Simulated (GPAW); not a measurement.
A calculation with GPAW 26.7.0 of NbTe (cli, Cartesian positions):

Contents of NbTe.xyz:

```xyz
2
Lattice="3.4257000000 0.0000000000 0.0000000000 0.0000000000 3.4257000000 0.0000000000 0.0000000000 0.0000000000 3.4257000000" Properties=species:S:1:pos:R:3 pbc="T T T"
Nb     1.7128500000      1.7128500000      1.7128500000
Te     0.0000000000      0.0000000000      0.0000000000
```

Potentials or basis: GPAW PAW data sets (gpaw-data 1.2.1), pw.

The run is started by

```console
$ OMP_NUM_THREADS=1 gpaw run NbTe.xyz -p 'mode=PW(600),xc=PBE,kpts={size:(8,8,8),gamma:True},occupations={name:fermi-dirac,width:0.05},nbands=20,convergence={density:1e-05,energy:1e-05},maxiter=150,txt=gpaw.txt' --properties efs -w gs.gpw
```

The cell was built by a generator and needn't be a form met in nature.

Write the same calculation in another form: ASE script, structure typed inline.

As run:

run.py

```python
from ase import Atoms
from ase.dft.bandgap import bandgap
from ase.io import write
from ase.units import GPa
from gpaw import GPAW, PW

atoms = Atoms(['Nb', 'Te'],
              cell=[[3.4257, 0.0, 0.0],
                    [0.0, 3.4257, 0.0],
                    [0.0, 0.0, 3.4257]],
              scaled_positions=[[0.5, 0.5, 0.5],
                                [0.0, 0.0, 0.0]],
              pbc=True)

calc = GPAW(mode=PW(600),
            xc='PBE',
            kpts={'size': (8, 8, 8), 'gamma': True},
            occupations={'name': 'fermi-dirac', 'width': 0.05},
            nbands=20,
            convergence={'density': 1e-05, 'energy': 1e-05},
            maxiter=150,
            txt='gpaw.txt')
atoms.calc = calc
energy = atoms.get_potential_energy()
forces = atoms.get_forces()
stress = atoms.get_stress()
calc.write('gs.gpw')
write('result.traj', atoms)
print(f'Energy: {energy:.6f} eV')
print('Forces (eV/A):')
print(forces.round(4))
print('Stress (GPa):', (stress / GPa).round(3))
print('Fermi level:', round(calc.get_fermi_level(), 4), 'eV')
print(f'Gap: {bandgap(calc)[0]:.4f} eV, direct: {bandgap(calc, direct=True)[0]:.4f} eV')
```

Potentials or basis: GPAW PAW data sets (gpaw-data 1.2.1), pw.

Run with:

```bash
$ OMP_NUM_THREADS=1 python run.py
```

Both were run:

|  | cli, Cartesian positions | ASE script, structure typed inline |
| --- | --- | --- |
| Pressure | -1.0 GPa | -1.0 GPa |
| Band gap on the k mesh | none (metal or under the smearing width) | none (metal or under the smearing width) |

Keys that steer only the numerical path or the files written may differ.
